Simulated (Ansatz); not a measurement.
# CH8AlBSi: the cost of one run

Program: Ansatz 0.2.0, driven from Python. Level of theory: r2SCAN0/def2-SVPD. These are calculated values, not measurements.

### Step 1. The structure

Bond lengths: B1–Si2 1.891 Å, Si2–Al3 2.330 Å, Al3–C4 2.010 Å, B1–H5 1.197 Å, B1–H6 1.249 Å, Si2–H7 1.474 Å, Si2–H8 1.429 Å, Al3–H9 1.664 Å, C4–H10 1.101 Å, C4–H11 1.164 Å, C4–H12 1.060 Å. Angles (14 of 18 angles, heavy atoms first): B1–Si2–Al3 107.2°, Si2–Al3–C4 122.9°, B1–Si2–H7 110.9°, B1–Si2–H8 110.1°, Al3–Si2–H7 109.0°, Al3–Si2–H8 108.4°, Si2–B1–H5 123.5°, Si2–B1–H6 120.4°, Si2–Al3–H9 119.4°, C4–Al3–H9 117.6°, Al3–C4–H10 108.1°, Al3–C4–H11 103.4°, Al3–C4–H12 110.7°, H7–Si2–H8 111.2°.

ch8albsi.xyz, read by the script:

```xyz
12

B    -1.60660    1.51990   -0.41190
Si   -1.21180    0.32190    0.99720
Al    0.99870   -0.36100    0.71990
C     1.66590   -1.24640   -0.95690
H    -1.56770    1.21590   -1.56860
H    -1.99550    2.68080   -0.16370
H    -1.34840    0.98610    2.30570
H    -2.05330   -0.83050    0.91230
H     2.09930   -0.08390    1.93740
H     1.98370   -2.26850   -0.69970
H     0.70810   -1.34090   -1.61090
H     2.40450   -0.64870   -1.42690
```

### Step 2. The code

File ch8albsi.py:

```python
"""Energy to split CH8AlBSi into its atoms."""

from collections import Counter

import ansatz as az


def total_energy(molecule, charge=0, unpaired=0):
    calc = molecule.calculation().basis(gaussian="def2-SVPD").functional("r2scan0")
    if charge:
        calc = calc.charge(charge)
    if unpaired:
        calc = calc.spin("collinear", total=unpaired)
    report = calc.run(threads=1, backend="cpu").report
    if report["published_state_doubts"]:
        print("  doubts:", report["published_state_doubts"])
    return report["free_energy_ev"]


def main() -> None:
    mol = az.Crystal.molecule_from_extxyz("ch8albsi.xyz")

    # unpaired electrons of the ground-state atoms
    unpaired = {"B": 1, "Si": 2, "Al": 1, "C": 2, "H": 1}
    counts = Counter(site.symbol for site in mol.cartesian_sites)
    atom_energy = {s: total_energy(az.Crystal.molecule().atom(s, (0, 0, 0)), 0, unpaired[s]) for s in counts}
    whole = total_energy(mol, 0, 0)
    for s, e in atom_energy.items():
        print(f"{s:2s} x{counts[s]}  {e:14.5f} eV")
    print(f"CH8AlBSi: {whole:.5f} eV")
    split = sum(counts[s] * e for s, e in atom_energy.items()) - whole
    print(f"atomisation energy (no zero-point term): {96.485332 * split:.1f} kJ/mol, {split / sum(counts.values()):.3f} eV an atom")


if __name__ == "__main__":
    main()
```

### Step 3. The calls as engine input

The engine receives this input (first run):

```yaml
crystal:
  periodic: [false, false, false]
  atoms:
    - { symbol: B, position_ang: [0.0, 0.0, 0.0] }
basis:
  gaussian:
    orbitals: def2-SVPD
hamiltonian:
  xc: r2scan0
magnetization:
  spin_polarized: true
  initial_magnetization: 1.0
```

### Step 4. The run

Launch:

```bash
$ python ch8albsi.py
```

What time and memory should one allow on 1 thread of Arm Neoverse V2, shared host?

About 12 s, with a peak of 0.34 GiB.
